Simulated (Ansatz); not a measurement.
Write a Python script for the Python package of Ansatz (0.2.0) that makes a convergence test of the k-point mesh of O, space group R-3m. Settings (first run): r2SCAN, PAW, cutoff 762 eV, 3×3×3 k-points, Fermi-Dirac smearing of 0.1 eV. The script varies spacing (1/A): 0.9, 0.7, 0.55, 0.45, 0.35.

The script reads `POSCAR`:
```text
O
1.0
   1.42335000    0.82177151    3.40830000
  -1.42335000    0.82177151    3.40830000
   0.00000000   -1.64354301    3.40830000
O
2
Direct
   0.05770000    0.05770000    0.05770000
   0.94230000    0.94230000    0.94230000
```

Script `kconv.py`:
```python
'''k-point test for O.'''

import csv

import ansatz as az
from ase.io import read


def main() -> None:
    atoms = read('POSCAR', format='vasp')
    crystal = az.Crystal.from_ase(atoms)

    base = (
        crystal.calculation()
        .functional('r2scan')
        .pseudopotentials('paw')
        .basis(56 * az.Ry)
        .occupations('fermi_dirac')
        .scf(tolerance=1e-06, max_iterations=100, lower_state_search='standard')
        .stress()
    )

    rows = []
    for value in [0.9, 0.7, 0.55, 0.45, 0.35]:
        r = base.kpoints(spacing=value).run().report
        rows.append((value, r['free_energy_ev'] / len(r['lattice']['sites']), r['n_iterations'], sum(r['stress_gpa'][i][i] for i in range(3)) / 3, r['n_kpoints']))

    with open('kconv.csv', 'w', newline='') as handle:
        writer = csv.writer(handle)
        writer.writerow(['spacing (1/A)', 'F/atom (eV)', 'iterations', 'P (GPa)', 'k-points'])
        writer.writerows([round(v, 5) if isinstance(v, float) else v for v in row] for row in rows)

    # the last row is the reference
    for row in rows[:-1]:
        shift = 1000 * (row[1] - rows[-1][1])
        print(f'{row[0]}: {shift:+.2f} meV/atom' + ('  (within 2 meV)' if abs(shift) < 2 else ''))


if __name__ == '__main__':
    main()
```

Running `python kconv.py` prints:
```text
DeckWarning: output.stress: scf.convergence.dr2_threshold = 1e-6 eV is looser than the 2e-10 eV advised for a printed stress (1e-10 eV for each atom of the cell: 2). What an SCF threshold leaves in a stress goes as its square root, and in the free energy as the threshold itself, and one threshold admits the most on a [...]
0.9: -26.06 meV/atom
0.7: +12.70 meV/atom
0.55: +3.65 meV/atom
0.45: -3.04 meV/atom
```
(Warnings from the package without file and line, shortened.)

File `kconv.csv` afterwards:
```csv
spacing (1/A),F/atom (eV),iterations,P (GPa),k-points
0.9,-565.61902,6,0.12032,6
0.7,-565.58025,6,1.28617,13
0.55,-565.5893,6,1.02668,19
0.45,-565.59599,6,0.70295,32
0.35,-565.59295,6,0.89262,65
```

Notes:
- No spin polarisation was allowed.
- Pressure is positive in compression.
- This isn't the structure that O takes at ambient conditions.
- Shifts are counted from the finest mesh, which is itself no proven limit.

(Lines on the test bed's own set-up are left out of the output.)
